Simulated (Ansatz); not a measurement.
# AlFGeH₄: one structure at several levels

How do the functionals fare away from a minimum? The structure is a structure displaced at random from a GFN2-xTB minimum.

Program: Ansatz 0.2.0, Gaussian basis. Level of theory: single points in def2-TZVPP. These are calculated values, not measurements.

Correlated methods freeze the cores. Filled d shells of the heavier atoms are correlated.

### 1 Starting geometry

SMILES `[F][GeH2][AlH2]`, 7 atoms, charge 0, spin multiplicity 1.

Atoms are counted from 1 here; the program's logs count them from 0.

Bond lengths: F1–Ge2 1.820 Å, Ge2–Al3 2.439 Å, Ge2–H4 1.630 Å, Ge2–H5 1.494 Å, Al3–H6 1.559 Å, Al3–H7 1.563 Å. Angles: F1–Ge2–Al3 114.3°, F1–Ge2–H4 99.4°, F1–Ge2–H5 96.7°, Al3–Ge2–H4 78.5°, Al3–Ge2–H5 148.9°, H4–Ge2–H5 100.1°, Ge2–Al3–H6 104.7°, Ge2–Al3–H7 130.5°, H6–Al3–H7 124.5°.

Geometry (Å):

```xyz
7
AlFGeH4
F    -2.28490   -0.49190    0.23510
Ge   -0.83180    0.19410   -0.62020
Al    1.14580    0.42470    0.78810
H    -0.03720   -1.19140   -0.94670
H    -1.49930    0.42950   -1.93630
H     1.97830   -0.86540    0.51550
H     1.51260    1.50640    1.85560
```

### 2 CCSD(T)/def2-TZVPP

run/in.yaml reads:

```yaml
crystal:
  periodic: [false, false, false]
  atoms:
    - {symbol: F, position_ang: [-2.284900, -0.491900, 0.235100]}
    - {symbol: Ge, position_ang: [-0.831800, 0.194100, -0.620200]}
    - {symbol: Al, position_ang: [1.145800, 0.424700, 0.788100]}
    - {symbol: H, position_ang: [-0.037200, -1.191400, -0.946700]}
    - {symbol: H, position_ang: [-1.499300, 0.429500, -1.936300]}
    - {symbol: H, position_ang: [1.978300, -0.865400, 0.515500]}
    - {symbol: H, position_ang: [1.512600, 1.506400, 1.855600]}
basis:
  gaussian: {orbitals: def2-TZVPP}
correlation: {method: ccsd_t}
output: {forces: true}
```

No record of the launch command was kept for these runs.

### 3 PBE0-D4/def2-TZVPP

run/in.yaml: that of step 2 with these lines changed.

```diff
@@ -12,3 +12,3 @@
   gaussian: {orbitals: def2-TZVPP}
-correlation: {method: ccsd_t}
-output: {forces: true}
+hamiltonian: {xc: pbe0, dispersion: d4}
+output: {forces: true, orbitals: {seedname: orbitals}}
```

### 4 wB97M-V/def2-TZVPP

run/in.yaml: that of step 3 with these lines changed.

```diff
@@ -12,3 +12,3 @@
   gaussian: {orbitals: def2-TZVPP}
-hamiltonian: {xc: pbe0, dispersion: d4}
-output: {forces: true, orbitals: {seedname: orbitals}}
+hamiltonian: {xc: {name: wB97M-V}}
+output: {forces: true}
```

### 5 r2SCAN-D4/def2-TZVPP

run/in.yaml: that of step 4 with these lines changed.

```diff
@@ -12,3 +12,3 @@
   gaussian: {orbitals: def2-TZVPP}
-hamiltonian: {xc: {name: wB97M-V}}
+hamiltonian: {xc: r2scan, dispersion: d4}
 output: {forces: true}
```

### 6 PBE-D4/def2-TZVPP

run/in.yaml: that of step 5 with these lines changed.

```diff
@@ -12,3 +12,3 @@
   gaussian: {orbitals: def2-TZVPP}
-hamiltonian: {xc: r2scan, dispersion: d4}
+hamiltonian: {xc: pbe, dispersion: d4}
 output: {forces: true}
```

### 7 revPBE-D4/def2-TZVPP

run/in.yaml: that of step 6 with these lines changed.

```diff
@@ -12,3 +12,3 @@
   gaussian: {orbitals: def2-TZVPP}
-hamiltonian: {xc: pbe, dispersion: d4}
+hamiltonian: {xc: {name: revPBE}, dispersion: d4}
 output: {forces: true}
```

### 8 wB97X-V/def2-TZVPP

run/in.yaml: that of step 7 with these lines changed.

```diff
@@ -12,3 +12,3 @@
   gaussian: {orbitals: def2-TZVPP}
-hamiltonian: {xc: {name: revPBE}, dispersion: d4}
+hamiltonian: {xc: {name: wB97X-V}}
 output: {forces: true}
```

(Steps that only read results are left out.)

Before running it: what results should come out? Wanted: energy less free atoms, CCSD(T)/def2-TZVPP; RMS force component; RMS force error; HOMO and LUMO, PBE0-D4; T1 diagnostic.

As calculated:

```
                                  quantity                                                                                             value
energy less free atoms, CCSD(T)/def2-TZVPP                                                                                        -17.979 eV
                       RMS force component                                                              0.525 to 0.697 eV/Å over the methods
                           RMS force error  PBE0-D4 0.066, wB97M-V 0.071, r2SCAN-D4 0.081, PBE-D4 0.249, revPBE-D4 0.286, wB97X-V 0.037 eV/Å
                    HOMO and LUMO, PBE0-D4                                                                                -7.58 and -2.84 eV
                             T1 diagnostic                                                                                             0.013
```

What this shows: Against CCSD(T) the functionals' energies less atoms differ by -0.491 to +0.218 eV, PBE-D4 by -0.175 eV. A larger basis would deepen the CCSD(T) value, while the functionals are nearly converged already, so the order here is not reliable. For forces wB97X-V does best and revPBE-D4 worst. Frozen-core CCSD(T) forces in triple zeta carry basis errors of their own, and this is one geometry, so small gaps rank nothing.
